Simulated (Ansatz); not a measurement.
# SrW2: the cost of one run

Method: DFT PBE, scalar-relativistic, plane waves, PAW, in Ansatz 0.2.0.

1 further run of the same task is left out (set aside as unsound or not needed).

**1. Starting point**

Symmetry: P-3m1, No. 164, trigonal system. Conventional cell: a = 4.934 Å, b = 4.934 Å, c = 2.847 Å, α = 90.00°, β = 90.00°, γ = 120.00°. Sr (site symmetry -3m) has 2 Sr at 2.85 Å and 6 W at 3.05 Å as nearest neighbours. W (site symmetry 3m) is surrounded by 5 W at 2.85 to 2.93 Å and 3 Sr at 3.05 Å.

Structure file:

```
Sr W
1.0
     4.93352    0.00000    0.00000
    -2.46676    4.27256    0.00000
     0.00000    0.00000    2.84661
Sr W
1 2
Direct
  0.00000 0.00000 0.00000
  0.66667 0.33333 0.62132
  0.33333 0.66667 0.37868
```

The cell was relaxed beforehand at this level, from a database cell with other species swapped in; it needn't be the stable form of this composition. At a tolerance of 0.05 Å it has space group P-3m1 (No. 164); it has 20.00 Å³/atom, an uncorrected energy of +1.31 eV/atom over the elements.

**2. Bands, states and charges**

The input, input.yaml:

```yaml
crystal:
  lattice:
    - [4.933524252, 0.0, 0.0]
    - [-2.466762126, 4.2725573324, 0.0]
    - [0.0, 0.0, 2.8466096474]
  atoms:
    - { symbol: Sr, position: [0.0, 0.0, 0.0] }
    - { symbol: W, position: [0.6666666667, 0.3333333333, 0.6213152645] }
    - { symbol: W, position: [0.3333333333, 0.6666666667, 0.3786847355] }
basis:
  ecutwfc: 420
kpoints:
  mp_grid: { grid: [12, 12, 16] }
  band_path:
    path:
      - [[0.0, 0.0, 0.0], [0.5, 0.0, 0.0], [0.33333333, 0.33333333, 0.0], [0.0, 0.0, 0.0], [0.0, 0.0, 0.5], [0.5, 0.0, 0.5], [0.33333333, 0.33333333, 0.5], [0.0, 0.0, 0.5]]
      - [[0.5, 0.0, 0.5], [0.5, 0.0, 0.0]]
      - [[0.33333333, 0.33333333, 0.5], [0.33333333, 0.33333333, 0.0]]
    npoints: 14
hamiltonian:
  xc: pbe
scf:
  occupations: { method: gaussian, width: 0.1 }
  n_extra_bands: 7
output:
  forces: true
  stress: true
  eigenvalues: true
  populations: true
  dos: { projected: true, de: 0.02, nscf_kmesh: { grid: [15, 15, 20] } }
  bader: true
```

On the command line:

```
$ ansatz run input.yaml --threads 1 --pin off --max-ram 2048MiB --backend cpu --events-out ev --progress --plain --runs-dir out
```

**Question.** How long does this run take on 1 thread of Arm Neoverse V2, shared host, and how much memory does it need?

About 68 s, with a peak of 0.68 GiB.
